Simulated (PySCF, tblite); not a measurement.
# CH8O3Si3: infrared bands and NMR shifts

Wanted: the infrared bands and NMR shifts of CH8O3Si3 (`C[SiH]1O[SiH2]O[SiH2]O1`), by calculation.

Computed with tblite 0.8.0 and PySCF 2.14.0, with density-fitted response routines of our own, on a single molecule in the gas phase. Atoms are numbered from 0 throughout.

**1. The starting structure**

15 atoms, charge 0, multiplicity 1; geometry from: GFN2-xTB.

Bonds of the start (Å): C0–Si1 1.89, Si1–O2 1.63, O2–Si3 1.62, Si3–O4 1.63, O4–Si5 1.63, Si5–O6 1.62, O6–Si1 1.63, C0–H7 1.08, C0–H8 1.09, C0–H9 1.08, Si1–H10 1.46, Si3–H11 1.45, Si3–H12 1.45, Si5–H13 1.45, Si5–H14 1.45.

**2. Harmonic vibrations with GFN2-xTB**

Job settings and geometry (Å):

```
{"job": {"kind": "ir", "xc": "GFN2-xTB", "basis": "xTB"}, "charge": 0, "multiplicity": 1}
C      2.417072     0.540208    -0.039280
Si     0.790956     0.105741     0.813754
O     -0.319717     1.249464     0.471669
Si    -1.796515     1.137811    -0.193474
O     -2.081950    -0.411126    -0.593424
Si    -1.153914    -1.737415    -0.447900
O      0.251831    -1.327728     0.253208
H      2.817737     1.466593     0.357895
H      2.299593     0.661042    -1.113036
H      3.153770    -0.237545     0.130725
H      0.815433    -0.013091     2.266948
H     -2.760332     1.495243     0.834158
H     -1.756456     1.899798    -1.431259
H     -1.846942    -2.634347     0.461813
H     -0.834980    -2.186659    -1.793709
```

**Question.** This job is followed by: GIAO PBE0/pcSseg-1 NMR shielding, non-relativistic, gas phase. What will the session give for the following? strongest single infrared mode (GFN2-xTB); zero-point energy (GFN2-xTB); 13C shifts against TMS (PBE0/pcSseg-1); 1H shifts against TMS (PBE0/pcSseg-1, means over atoms taken as alike); 29Si shifts against TMS (PBE0/pcSseg-1, means over atoms taken as alike); 17O shifts against H2O (PBE0/pcSseg-1, means over atoms taken as alike).

**Answer**, as computed:

| quantity | value |
| --- | --- |
| strongest single infrared mode (GFN2-xTB) | 2331 cm⁻¹, 914 km/mol |
| zero-point energy (GFN2-xTB) | 58.6 kcal/mol |
| 13C shifts against TMS (PBE0/pcSseg-1) | 2.5 ppm |
| 1H shifts against TMS (PBE0/pcSseg-1, means over atoms taken as alike) | 5.28, 5.20, 5.19, 0.30 ppm |
| 29Si shifts against TMS (PBE0/pcSseg-1, means over atoms taken as alike) | -24.5, -39.6 ppm |
| 17O shifts against H2O (PBE0/pcSseg-1, means over atoms taken as alike) | 95.1, 86.3 ppm |

What this shows: No mode is imaginary among the 39: a minimum at this level. The strongest single mode, at 2331 cm⁻¹, is carried by H14, H12, H11, H13. GFN2-xTB is a fitted tight-binding method: band positions and strengths are rough. Its intensities can rank the bands wrongly. At PBE0/pcSseg-1: The largest span, 137 ppm, is at O4, where the paramagnetic term is -154 ppm.
